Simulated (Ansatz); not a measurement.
**ClHIIn: up Jacob's ladder to CCSD(T)**

The task here is to estimate one member of a computed series from the others.

Program: Ansatz 0.2.0, Gaussian basis. Level of theory: functionals in def2-TZVPP, the program's frozen cores in correlated methods. These are calculated values, not measurements.

Levels to be run: LDA (SPW92), PBE-D4, revPBE-D4, BLYP-D4, r2SCAN-D4, B97M-V, PBE0-D4, B3LYP-D4, r2SCANh-D4, r2SCAN0-D4, HSE06-D4, BHLYP-D4, CAM-B3LYP-D4, LC-ωPBE, ωB97X-V, ωB97M-V, B2PLYP, PBE-QIDH; CCSD(T)/def2-SVP; CCSD(T)/def2-TZVPP; MP2/def2-QZVPP; extrapolation to the limit; RPA on PBE.

## Structure used throughout

The geometry comes from an earlier relaxation with PBE0-D4 in a triple-zeta def2 set; it is a stationary point. In, I take the def2 core potential; no spin-orbit term is included.

SMILES `[Cl][InH][I]`, 4 atoms, charge 0, spin multiplicity 1.

Atoms are counted from 1 here; the program's logs count them from 0.

Bond lengths: Cl1–In2 2.321 Å, In2–I3 2.638 Å, In2–H4 1.700 Å. Angles: Cl1–In2–I3 113.2°, Cl1–In2–H4 120.9°, I3–In2–H4 125.9°.

The first run:

in.yaml reads:

```yaml
crystal:
  periodic: [false, false, false]
  atoms:
    - {symbol: Cl, position_ang: [-1.969347, 0.329473, -0.969588]}
    - {symbol: In, position_ang: [0.115576, 0.221354, 0.043465]}
    - {symbol: I, position_ang: [0.946004, -2.248919, 0.455516]}
    - {symbol: H, position_ang: [0.963268, 1.637891, 0.450208]}
basis:
  gaussian: {orbitals: def2-TZVPP}
hamiltonian: {xc: lda}
output: {orbitals: {seedname: orbitals}}
```

Among the steps run: LDA; PBE-D4 (GGA); revPBE-D4 (GGA); BLYP-D4 (GGA); r2SCAN-D4 (meta-GGA); B97M-V (meta-GGA); PBE0-D4 (hybrid); B3LYP-D4 (hybrid); r2SCANh-D4 (hybrid); r2SCAN0-D4 (hybrid); HSE06-D4 (hybrid); BHLYP-D4 (hybrid); CAM-B3LYP-D4 (range-separated); LC-ωPBE-D4 (range-separated; the results give it without D4); ωB97X-V (range-separated); ωB97M-V (range-separated); B2PLYP (double hybrid); PBE-QIDH (double hybrid).

One of the session's tables, all rows but one given; the rest of the session is left out.

It belongs to the step «Frontier levels by functional». 

| functional | HOMO (eV) | LUMO (eV) | gap (eV) |
| --- | --- | --- | --- |
| LDA (SPW92) | -6.87 | -3.04 | 3.83 |
| PBE-D4 | -6.71 | -2.78 | 3.93 |
| revPBE-D4 | -6.66 | -2.68 | 3.97 |
| BLYP-D4 | ? | ? | ? |
| r2SCAN-D4 | -7.01 | -2.56 | 4.45 |
| B97M-V | -7.02 | -2.72 | 4.30 |
| PBE0-D4 | -7.84 | -2.04 | 5.80 |
| B3LYP-D4 | -7.59 | -2.29 | 5.30 |
| r2SCANh-D4 | -7.42 | -2.27 | 5.15 |
| r2SCAN0-D4 | -8.04 | -1.91 | 6.13 |
| HSE06-D4 | -7.45 | -2.40 | 5.05 |
| BHLYP-D4 | -8.80 | -1.38 | 7.41 |
| CAM-B3LYP-D4 | -9.08 | -1.22 | 7.86 |
| LC-ωPBE | -10.43 | -0.12 | 10.31 |
| ωB97X-V | -10.09 | -0.25 | 9.84 |
| ωB97M-V | -9.96 | -0.47 | 9.48 |

Estimate the missing values for BLYP-D4.

Worked estimate for «HOMO (eV)». Against the share of exact exchange, B3LYP-D4 (0.2, -7.59), BHLYP-D4 (0.5, -8.80) give a slope of -4.03 per unit share; at 0 the line stands at -6.78.

**Answer.** HOMO (eV): -6.53; LUMO (eV): -2.74; gap (eV): 3.79. In «HOMO (eV)» the line misses by -0.25.
